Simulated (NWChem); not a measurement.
# One shape, several levels: triplet BSiH4O2F

We compute a comparison of 6 runs (UHF/def2-SVP, UB3LYP/6-31G*, UPBE0/def2-SVP, UB3LYP/def2-SVP, UM06-2X/def2-SVP, UMP2/def2-SVP) of triplet BSiH4O2F. 

The calculation is run with NWChem 7.3.0.

4 further runs of the same task are left out: 1 that didn't finish, 3 set aside as unsound or not needed.

### 1 Starting point

The species is BSiH4O2F (9 atoms), meant as a triplet with charge 0. As SMILES of the parent species, `O[SiH2]B(O)F`. The shape is that of a PBE0-D4/def2-TZVP optimisation. This is one conformer, not always the lowest. That shape belongs to the parent species and isn't relaxed for this state.

Bond lengths: O1–Si2 1.653 Å, Si2–B3 2.035 Å, B3–O4 1.347 Å, B3–F5 1.342 Å, O1–H6 0.958 Å, Si2–H7 1.484 Å, Si2–H8 1.493 Å, O4–H9 0.965 Å. Some angles: O1–Si2–B3 110.9°, Si2–B3–O4 121.6°, Si2–B3–F5 119.7°, O4–B3–F5 118.7°, O1–Si2–H7 106.4°, O1–Si2–H8 111.4°, B3–Si2–H7 111.6°, B3–Si2–H8 108.7°, Si2–O1–H6 117.1°, B3–O4–H9 113.7°.

### 2 A single-point energy at UHF/def2-SVP (run 1)

run.py

```python
from ase import Atoms
from ase.calculators.nwchem import NWChem

system = Atoms('OSiBOFHHHH', positions=[
    [1.152500, 0.650100, 1.703000],
    [0.837600, -0.439800, 0.500200],
    [-0.701500, 0.194000, -0.670900],
    [-0.968000, -0.381600, -1.859000],
    [-1.488500, 1.196900, -0.250400],
    [0.401000, 1.098100, 2.092900],
    [2.093300, -0.579800, -0.278100],
    [0.493300, -1.781600, 1.056300],
    [-1.731300, -0.002600, -2.311100],
])

calc = NWChem(
    label='calc',
    theory='scf',
    memory='2200 mb',
    basis='def2-SVP',
    basispar='spherical bse',
    scf={'nopen': '2', 'uhf': None, 'thresh': '1e-08', 'maxiter': '80'},
    task='energy',
)
system.calc = calc

print(f"energy = {system.get_potential_energy():.6f} eV")
```

Run with:

```
$ export ASE_NWCHEM_COMMAND="nwchem PREFIX.nwi > PREFIX.nwo"
$ python run.py
```

Log:

```text
energy = -15367.524137 eV
```

The calculator wrote calc.nwi:

```
title "calc"

permanent_dir calc

scratch_dir calc

start calc

geometry units angstrom nocenter noautosym noautoz
  O  1.1525000000000001e+00 6.5010000000000001e-01 1.7030000000000001e+00
  Si 8.3760000000000001e-01 -4.3980000000000002e-01 5.0019999999999998e-01
  B  -7.0150000000000001e-01 1.9400000000000001e-01 -6.7090000000000005e-01
  O  -9.6799999999999997e-01 -3.8159999999999999e-01 -1.8590000000000000e+00
  F  -1.4884999999999999e+00 1.1969000000000001e+00 -2.5040000000000001e-01
  H  4.0100000000000002e-01 1.0981000000000001e+00 2.0929000000000002e+00
  H  2.0933000000000002e+00 -5.7979999999999998e-01 -2.7810000000000001e-01
  H  4.9330000000000002e-01 -1.7816000000000001e+00 1.0563000000000000e+00
  H  -1.7313000000000001e+00 -2.5999999999999999e-03 -2.3111000000000002e+00
end

memory 2200 mb

basis spherical bse noprint
   * library def2-SVP
end

scf
  nopen 2
  uhf
  thresh 1e-08
  maxiter 80
end

task scf energy
```

calc.nwo:

```text
Northwest Computational Chemistry Package (NWChem) 7.3.0
             --------------------------------------------------------

           Job information
           ---------------

    nwchem branch   = 7.3.0
    use scalapack   = T
    input           = calc.nwi
    prefix          = calc.
    data base       = calc/calc.db
    status          = startup
    nproc           =        1

           Memory information
           ------------------

[... 5 lines left out ...]
    hardfail = no
[... 40 lines left out ...]
            Nuclear Dipole moment (a.u.)
[... 88 lines left out ...]
 2-e energy   =     427.072746
[... 20 lines left out ...]
  ga_iter_lsolve: convergence stagnant ... aborting solve
[... 7 lines left out ...]
      One electron energy =  -1210.686143537434
[... 9 lines left out ...]
          Final alpha eigenvalues
[... 294 lines left out ...]
                     UHF Final Beta Molecular Orbital Analysis
[... 270 lines left out ...]
       Multipole analysis of the density wrt the origin
       ------------------------------------------------

     L   x y z        total         alpha         beta         nuclear
     -   - - -        -----         -----         ----         -------
     0   0 0 0      0.000000    -25.000000    -23.000000     48.000000

     1   1 0 0     -0.217586      2.403217      2.000144     -4.620947
[... 8 lines of this table left out ...]
     2   0 0 2    -25.417490   -136.983961   -131.554726    243.121197

 Task  times  cpu:       18.8s     wall:       18.8s
 Total times  cpu:       18.8s     wall:       18.8s
```

Run time: 20 s. Hardware: 1 thread of AMD EPYC 9R45 (Zen 5), shared host; peak memory 0.1 GiB.

### 3 The energy at UB3LYP/6-31G(d) (spherical functions) (run 2)

bfh4o2si.xyz

```xyz
9
BFH4O2Si energy
O      1.152500     0.650100     1.703000
Si     0.837600    -0.439800     0.500200
B     -0.701500     0.194000    -0.670900
O     -0.968000    -0.381600    -1.859000
F     -1.488500     1.196900    -0.250400
H      0.401000     1.098100     2.092900
H      2.093300    -0.579800    -0.278100
H      0.493300    -1.781600     1.056300
H     -1.731300    -0.002600    -2.311100
```

run.py

```python
from ase.io import read
from ase.calculators.nwchem import NWChem

atoms = read('bfh4o2si.xyz')

calc = NWChem(
    label='bfh4o2si',
    theory='dft',
    memory='2200 mb',
    basis='6-31G*',
    basispar='spherical bse',
    dft={'xc': 'b3lyp', 'mult': '3', 'grid': 'xfine', 'convergence': 'energy 1e-08', 'iterations': '100', 'mulliken': None, 'print': 'low'},
    task='energy',
)
atoms.calc = calc

print(f"energy = {atoms.get_potential_energy():.6f} eV")
```

Run with:

```
$ export ASE_NWCHEM_COMMAND="nwchem PREFIX.nwi > PREFIX.nwo"
$ python run.py
```

Log:

```text
energy = -15427.655966 eV
```

The calculator wrote bfh4o2si.nwi:

```
title "bfh4o2si"

permanent_dir bfh4o2si

scratch_dir bfh4o2si

start bfh4o2si

geometry units angstrom nocenter noautosym noautoz
  O  1.1525000000000001e+00 6.5010000000000001e-01 1.7030000000000001e+00
  Si 8.3760000000000001e-01 -4.3980000000000002e-01 5.0019999999999998e-01
  B  -7.0150000000000001e-01 1.9400000000000001e-01 -6.7090000000000005e-01
  O  -9.6799999999999997e-01 -3.8159999999999999e-01 -1.8590000000000000e+00
  F  -1.4884999999999999e+00 1.1969000000000001e+00 -2.5040000000000001e-01
  H  4.0100000000000002e-01 1.0981000000000001e+00 2.0929000000000002e+00
  H  2.0933000000000002e+00 -5.7979999999999998e-01 -2.7810000000000001e-01
  H  4.9330000000000002e-01 -1.7816000000000001e+00 1.0563000000000000e+00
  H  -1.7313000000000001e+00 -2.5999999999999999e-03 -2.3111000000000002e+00
end

memory 2200 mb

basis spherical bse noprint
   * library 6-31G*
end

dft
  xc b3lyp
  mult 3
  grid xfine
  convergence energy 1e-08
  iterations 100
  mulliken
  print low
end

task dft energy
```

bfh4o2si.nwo:

```text
Northwest Computational Chemistry Package (NWChem) 7.3.0
             --------------------------------------------------------

           Job information
           ---------------

    nwchem branch   = 7.3.0
    use scalapack   = T
    input           = bfh4o2si.nwi
    prefix          = bfh4o2si.
    data base       = bfh4o2si/bfh4o2si.db
    status          = startup
    nproc           =        1

           Memory information
           ------------------

[... 5 lines left out ...]
    hardfail = no
[... 40 lines left out ...]
            Nuclear Dipole moment (a.u.)
[... 100 lines left out ...]
         Total DFT energy =     -566.955904114264
[... 1 line left out ...]
           Coulomb energy =      483.821992096324
[... 1 line left out ...]
 Nuclear repulsion energy =      215.356544635992
[... 45 lines left out ...]
    Atom       Charge   Shell Charges
 -----------   ------   -------------------------------------------------------
    1 O    8     0.15   0.00  0.00  0.11  0.00  0.03  0.00
    2 Si  14     0.45   0.00 -0.00  0.01  0.00  0.22 -0.00  0.11  0.11
    3 B    5     0.89   0.00  0.05  0.46  0.06  0.27  0.04
[... 5 lines of this table left out ...]
    9 H    1     0.02   0.01  0.01

     --------------------------
     Expectation value of S2:
     --------------------------
      <S2> =      2.0040 (Exact =     2.0000)

 Task  times  cpu:       55.3s     wall:       55.3s
 Total times  cpu:       55.3s     wall:       55.3s
```

Wall time 56 s (1 thread of AMD EPYC 9R45 (Zen 5), shared host); peak memory 0.14 GiB.

### 4 A single-point energy at UPBE0/def2-SVP (run 3)

bfh4o2si.nw

```
START bfh4o2si
memory 2200 mb
GEOMETRY units angstroms noautosym nocenter noautoz
O        1.152500       0.650100       1.703000
Si       0.837600      -0.439800       0.500200
B       -0.701500       0.194000      -0.670900
O       -0.968000      -0.381600      -1.859000
F       -1.488500       1.196900      -0.250400
H        0.401000       1.098100       2.092900
H        2.093300      -0.579800      -0.278100
H        0.493300      -1.781600       1.056300
H       -1.731300      -0.002600      -2.311100
END
BASIS spherical bse
* library def2-SVP
END
DFT
xc pbe0
mult 3
grid fine
convergence energy 1e-08
iterations 100
mulliken
print low
END
TASK dft
```

Run with:

```
$ nwchem bfh4o2si.nw > bfh4o2si.out
```

Log:

```text
[...]
 d= 0,ls=0.0,diis     1   -566.1200084992 -7.81D+02  1.17D-02  2.67D-01     1.8
[...]
 d= 0,ls=0.0,diis    15   -566.2647036399 -3.00D-09  1.23D-06  2.89D-10    24.1
[...]
         Total DFT energy =     -566.264703639875
      One electron energy =    -1211.182871607902
           Coulomb energy =      483.341425331575
    Exchange-Corr. energy =      -53.779801999540
 Nuclear repulsion energy =      215.356544635992
[...]
      Total Density - Mulliken Population Analysis
     ---------------------------------------------
    Atom       Charge   Shell Charges
 -----------   ------   -------------------------------------------------------
    1 O    8     8.35   1.99  1.08  0.64  2.87  1.76  0.01
    2 Si  14    13.54   2.00  1.98  1.06  0.13  5.93  1.20  0.88  0.35
    3 B    5     5.13   1.99  0.73  0.03  1.65  0.54  0.20
    4 O    8     8.16   1.99  1.06  0.55  2.92  1.63  0.01
    5 F    9     9.13   1.99  1.13  0.73  3.36  1.92  0.01
    6 H    1     0.78   0.66  0.05  0.07
    7 H    1     1.06   0.73  0.32  0.01
    8 H    1     1.05   0.72  0.32  0.01
    9 H    1     0.79   0.67  0.05  0.07
[...]
      <S2> =      2.0048 (Exact =     2.0000)
[...]
```

Wall time 25 s (1 thread of AMD EPYC 9R45 (Zen 5), shared host); peak memory 0.12 GiB.

Runs 4 to 5 aren't shown in full; the table further down has their settings and results.

### 5 A single-point energy at UMP2/def2-SVP (run 6)

bfh4o2si.nw

```
echo
start bfh4o2si
memory stack 880 mb heap 220 mb global 1100 mb
geometry units angstroms noautosym nocenter noautoz
  O      1.152500     0.650100     1.703000
  Si     0.837600    -0.439800     0.500200
  B     -0.701500     0.194000    -0.670900
  O     -0.968000    -0.381600    -1.859000
  F     -1.488500     1.196900    -0.250400
  H      0.401000     1.098100     2.092900
  H      2.093300    -0.579800    -0.278100
  H      0.493300    -1.781600     1.056300
  H     -1.731300    -0.002600    -2.311100
end
basis "ao basis" spherical bse
  * library def2-SVP
end
scf
  nopen 2
  uhf
  thresh 1e-08
  maxiter 80
end
mp2
  freeze core 9
  tight
end
task mp2 energy
```

Run with:

```
$ nwchem bfh4o2si.nw > bfh4o2si.out
```

Log:

```text
[...]
  functions       =    94
[...]
  wavefunction    = UHF
[...]
         Total SCF energy =   -564.746100140424
      One electron energy =  -1210.686143537406
      Two electron energy =    430.583498760990
 Nuclear repulsion energy =    215.356544635992
                       Sz =      1.0000
                 Sz(Sz+1) =      2.0000
                      S^2 =      2.0103
[...]
          Total MP2 energy          -565.464933686787
[...]
```

It took 23 s on 1 thread of AMD EPYC 9R45 (Zen 5), shared host; peak memory 0.28 GiB.

### 6 The series

```
run                                level  iteration cap  module  energy (Eh)  HOMO energy (eV)   ⟨S²⟩  wall time
  1                         UHF/def2-SVP             80     scf  -564.746100             -5.84  2.010       20 s
  2  UB3LYP/6-31G* (spherical functions)            100     dft  -566.955904                 –  2.004       56 s
  3                       UPBE0/def2-SVP            100     dft  -566.264704                 –  2.005       25 s
  4                      UB3LYP/def2-SVP            100     dft  -566.698367             -2.55  2.004       24 s
  5                     UM06-2X/def2-SVP            100     dft  -566.548709             -3.82  2.005       33 s
  6                        UMP2/def2-SVP             80     mp2  -565.464934             -5.84  2.010       23 s
```

### 7 Outcome

```
                                                         quantity          value
                                              run 6: total energy  -565.46493 Eh
run 6: HOMO energy (Hartree–Fock orbitals) (highest over α and β)       -5.84 eV
 run 6: LUMO energy (Hartree–Fock orbitals) (lowest over α and β)       -1.60 eV
               run 6: correlation energy (9 core orbitals frozen)     -718.8 mEh
                         run 6: ⟨S²⟩ of the reference determinant          2.010
```

Over runs 1, 4, 5 the dipole moment (its size) runs from 0.96 D (UHF/def2-SVP) to 1.19 D (UB3LYP/def2-SVP). Totals of different functionals can't be ranked against each other. All runs together took 3 min, the longest 56 s.
